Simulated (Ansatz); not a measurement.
Which YAML input does this script hand to the engine? (the Python package of Ansatz (0.2.0))

`vcrelax.py`:
```python
'''Cell relaxation of Rh.'''

import json
import warnings

import ansatz as az
import numpy as np

def edges_and_angles(cell):
    cell = np.asarray(cell)
    a, b, c = np.linalg.norm(cell, axis=1)
    cosines = cell[1] @ cell[2] / (b * c), cell[0] @ cell[2] / (a * c), cell[0] @ cell[1] / (a * b)
    return (a, b, c, *np.degrees(np.arccos(cosines)))


def main() -> None:
    warnings.simplefilter('ignore', az.DeckWarning)

    system = (
        az.Lattice.from_parameters(2.73098, 2.73098, 4.42849, alpha=90, beta=90, gamma=120)
        .space_group(194)
        .atom('Rh', (2 / 3, 1 / 3, 0.75))
    )

    # every cell quantity that the symmetry leaves free
    calc = system.calculation()
    calc = calc.functional('r2scan')
    calc = calc.mixing('anderson', ndim=4, beta=0.4)
    calc = calc.kpoints(6, 6, 3)
    calc = calc.basis(450)
    calc = calc.occupations(az.OccupationsMethod.COLD, width=0.15).relax(force_tolerance=0.05, max_steps=40, density_extrapolation='none', cell=True)
    out = calc.run(threads=1, events_out='stream.ndjson')
    with open('stream.ndjson') as stream:
        events = [json.loads(line) for line in stream]
    steps = [e['data'] for e in events if e['event'] == 'relax_step']
    report = out.report
    print('step   energy (eV)     max comp. (eV/A)   P (GPa)  SCF')
    for s in steps:
        print(f'{s["step"]:4d} {s["lagrangian_ev"]:15.5f} {s["allowed_force_max_ev_ang"]:12.4f} {s["pressure_gpa"]:10.3f} {s["n_scf"]:5d}')

    first, last = steps[0], steps[-1]
    symbols = [site.symbol for site in out.lattice.sites]
    print(f'energy gained {first["lagrangian_ev"] - last["lagrangian_ev"]:.4f} eV in {len(steps) - 1} steps')
    for label, vectors in (('before', first['cell_ang']), ('after', out.lattice.cell_ang)):
        print(label, 'a b c (A) {:.4f} {:.4f} {:.4f}  angles {:.2f} {:.2f} {:.2f}'.format(*edges_and_angles(vectors)), f' V = {abs(np.linalg.det(vectors)):.3f} A^3')
    print('final stress xx yy zz (GPa, compression positive):', np.round(np.diag(report['stress_gpa']), 3) + 0.0)

    print('atom   start x y z (A)              end x y z (A)')
    for symbol, a, b in zip(symbols, first['positions_ang'], last['positions_ang']):
        print(f'{symbol:3s}', ' '.join(f'{v:8.4f}' for v in a), '  ', ' '.join(f'{v:8.4f}' for v in b))

    print('relaxed fractional positions')
    for site in out.lattice.sites:
        print(f'  {site.symbol:2s}', ' '.join(f'{v % 1:8.5f}' for v in np.round(site.position_frac, 5)))

    n_atoms = len(report['lattice']['sites'])
    print('F =', round(report['free_energy_ev'], 4), 'eV for', n_atoms, 'atoms')
    print('E(sigma -> 0) =', round(report['energy_sigma0_ev'], 4), 'eV, TS =', round(report['entropy_ts_ev'], 5), 'eV')
    print('closed by', report['closed_by'], 'after', report['n_iterations'], 'iterations')


if __name__ == '__main__':
    main()
```

```console
$ python vcrelax.py
step   energy (eV)     max comp. (eV/A)   P (GPa)  SCF
   1    -12830.37388       0.0000     -9.431    10
   2    -12830.41230       0.0000      9.350    12
   3    -12830.43509       0.0000     -0.806    10
   4    -12830.43554       0.0000     -0.063     8
   5    -12830.43554       0.0000     -0.001     7
   6    -12830.43504       0.0000     -0.016     7
energy gained 0.0612 eV in 5 steps
before a b c (A) 2.7310 2.7310 4.4285  angles 90.00 90.00 120.00  V = 28.604 A^3
after a b c (A) 2.7335 2.7335 4.2610  angles 90.00 90.00 120.00  V = 27.572 A^3
final stress xx yy zz (GPa, compression positive): [-0.011 -0.011 -0.026]
atom   start x y z (A)              end x y z (A)
Rh    1.3655   0.7884   3.3214      1.3667   0.7891   3.1958
Rh    0.0000   1.5767   1.1071      0.0000   1.5782   1.0653
relaxed fractional positions
  Rh  0.66667  0.33333  0.75000
  Rh  0.33333  0.66667  0.25000
F = -12830.435 eV for 2 atoms
E(sigma -> 0) = -12830.4324 eV, TS = 0.00803 eV
closed by deck_thresholds after 7 iterations
```

`input.yaml`:
```yaml
crystal:
  lattice:
    a: 2.73098
    b: 2.73098
    c: 4.42849
    alpha: 90.0
    beta: 90.0
    gamma: 120.0
  space_group: 194
  atoms:
    - { symbol: Rh, position: [0.6666666666666666, 0.3333333333333333, 0.75] }
basis:
  ecutwfc: 450.0
kpoints:
  mp_grid:
    grid: [6, 6, 3]
hamiltonian:
  xc: r2scan
scf:
  mixing:
    algorithm: anderson
    beta: 0.4
    ndim: 4
  occupations:
    method: cold
    width: 0.15
relax:
  f_tol: 0.05
  max_steps: 40
  density_extrapolation: none
  cell: {}
```

What to keep in mind:
- The settings weren't tested for convergence.
- The cutoff lies under the one recommended for these potentials.
- Forces vanish by symmetry, so the ions can't move, and the end may be a saddle.
- Under the recommended cutoff a pressure can be off by several GPa, even in sign.
- For a metal this k-point mesh is coarse: on a finer one energies can move by several to tens of meV an atom and pressures by half a GPa or more, differences at one mesh by less.
- Energies along a relaxation are free energies. Rows at an unchanged volume are solved on a plane-wave basis chosen afresh for that cell, so the energy jumps there and such rows are no steps of the walk.
- This isn't the structure that Rh takes at ambient conditions.
- The script silences the warnings on its input, which a real study should read.
- Run time: 9.3 s on 1 thread of Arm Neoverse V1, on a shared host, peak memory 0.4 GiB.
